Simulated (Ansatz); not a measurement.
This script makes a convergence test of the k-point mesh of Sr₂Mg, space group P-6m2 with the Ansatz DFT code, driven from Python.

`sr2mg_kconv.py`
```python
"""k-point test for Sr2Mg."""

import warnings

import ansatz as az
from pymatgen.core import Lattice, Structure
from pymatgen.io.ase import AseAtomsAdaptor

warnings.simplefilter("ignore", az.DeckWarning)

pmg_structure = Structure(
    Lattice([[4.257286, 0.0, 0.0], [-2.128643, 3.686918, 0.0], [0.0, 0.0, 17.375829]]),
    ["Sr", "Sr", "Sr", "Sr", "Mg", "Mg"],
    [
        [0.0, 0.0, 0.0],
        [1 / 3, 2 / 3, 0.80008],
        [1 / 3, 2 / 3, 0.5],
        [1 / 3, 2 / 3, 0.19992],
        [0.0, 0.0, 0.64951],
        [0.0, 0.0, 0.35049],
    ],
)
xtal = az.Crystal.from_ase(AseAtomsAdaptor.get_atoms(pmg_structure))

setup = (
    xtal.calculation()
    .functional("mr2scan")
    .basis(630)  # a bare number is in eV
    .occupations("gaussian", width=0.2)  # the run then minimises F = E - TS
    .scf(tolerance=1e-08, max_iterations=80)
)

rows = []
for value in [(2, 2, 1), (3, 3, 1), (4, 4, 1), (5, 5, 1), (6, 6, 2), (8, 8, 2)]:
    summary = setup.kpoints(mesh=value).run(threads=1).report
    rows.append((value, summary["free_energy_ev"] / len(summary["lattice"]["sites"]), summary["n_iterations"], summary["n_kpoints"]))

print("        mesh   F/atom (eV)    iterations      k-points")
for row in rows:
    print(f"{str(row[0]):>12s}  {row[1]:12.5f}  {row[2]:12d}  {row[3]:12d}")

# differences from the last row
for row in rows[:-1]:
    shift = 1000 * (row[1] - rows[-1][1])
    print(f"{row[0]}: {shift:+.2f} meV/atom" + ("  (within 5 meV)" if abs(shift) < 5 else ""))
```

From which mesh on is the energy per atom within 5 meV of the last row, and how does it get there?

From 6×6×2 on it stays within 5 meV an atom of the value at 8×8×2; the first row (2×2×1) is off by 121.0 meV and the last but one by 4.86 meV. This holds for F at a smearing of 0.2 eV; a narrower one needs a denser mesh. It goes up and down, since the sum over k-points isn't variational. The last run costs about 3.3 times the first.

What the script printed:

```console
$ python sr2mg_kconv.py
        mesh   F/atom (eV)    iterations      k-points
   (2, 2, 1)   -3012.22559            10             2
   (3, 3, 1)   -3012.04206            11             3
   (4, 4, 1)   -3012.09813            10             4
   (5, 5, 1)   -3012.11362            10             5
   (6, 6, 2)   -3012.10945            10            14
   (8, 8, 2)   -3012.10460            10            20
(2, 2, 1): -120.99 meV/atom
(3, 3, 1): +62.53 meV/atom
(4, 4, 1): +6.47 meV/atom
(5, 5, 1): -9.02 meV/atom
(6, 6, 2): -4.86 meV/atom  (within 5 meV)
```

Reading the output:
- The free energy holds a sizeable smearing term, which stands for no physical temperature.
- This cell is a computed structure, which may not be the phase found in nature.
- Shifts are counted from the finest mesh, which is itself no proven limit.
- The whole script took 2.9 min on 1 thread of Intel(R) Xeon(R) Platinum 8259CL CPU @ 2.50GHz (Skylake/Cascade Lake) (shared host), peak memory 1.2 GiB.
